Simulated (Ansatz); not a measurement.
The system is HfIn4SiO6.

```xyz
12
Lattice="2.4142 -8.1295 -0.0036 2.4142 8.1295 -0.0036 -0.9887 0.0000 4.7307" Properties=species:S:1:pos:R:3 pbc="T T T"
Hf    0.0000    0.0000    0.0000
In    2.4142   -2.6536   -0.0036
In    1.9198    5.4960    2.3617
In    2.4142    2.6536   -0.0036
In    1.9198   -5.4960    2.3617
Si    1.9198    0.0000    2.3617
O     3.2588    0.0000    1.2744
O     0.5808    0.0000    3.4491
O     1.0613    1.3105    1.3041
O     2.7783    1.3105    3.4194
O     2.7783   -1.3105    3.4194
O     1.0613   -1.3105    1.3041
```

The cell was built by a generator and needn't be a form met in nature.

* Program: Ansatz 0.2.0
* Task: relaxation of cell and atoms
* Functional: PBE
* Dispersion: D3(BJ)-ATM
* Potentials or basis: Ansatz PAW
* Cutoff: 420 eV (not typed: the program's choice for these potentials)
* k mesh: 4 × 4 × 4
* Occupations: fermi-dirac, width 0.05 eV
* Spin: no spin polarisation

At the start: volume 15.47 Å³/atom.

Problem. How do energy, volume and symmetry change on relaxing?

Solution. It ends after 9 steps and the volume is 15.06 Å³/atom (-2.7 %); space group C2/m (No. 12, to 0.05 Å).

The path:
```
step  energy change (eV)  largest force (eV/Å)  volume (Å³)
   1              0.0000                0.1145       185.63
   2             -0.0356                0.1744       178.02
   3             -0.0383                0.1237       181.81
   4             -0.0431                0.0685       181.23
   5             -0.0432                0.0597       181.22
   6             -0.0444                0.0058       181.05
   7             -0.0331                0.0059       181.05
   8             -0.0343                0.0015       180.70
   9             -0.0333                0.0014       180.70
```

Final structure:
```
CELL_PARAMETERS angstrom
2.40009 -8.02608 -0.01807
2.40009 8.02608 -0.01807
-1.01134 0.00000 4.69789
ATOMIC_POSITIONS crystal
Hf 0.00000 0.00000 0.00000
In 0.66393 0.33607 0.00000
In 0.16291 0.83709 0.50000
In 0.33607 0.66393 0.00000
In 0.83709 0.16291 0.50000
Si 0.50000 0.50000 0.50000
O 0.73008 0.73008 0.27024
O 0.26992 0.26992 0.72976
O 0.19460 0.35819 0.27656
O 0.64181 0.80540 0.72344
O 0.80540 0.64181 0.72344
O 0.35819 0.19460 0.27656
```

Caveat: the plane-wave basis is chosen anew once the cell has moved, so the energies of steps on either side of that aren't comparable; the pressure holds a Pulay correction of +0.5 GPa for the finite cutoff.
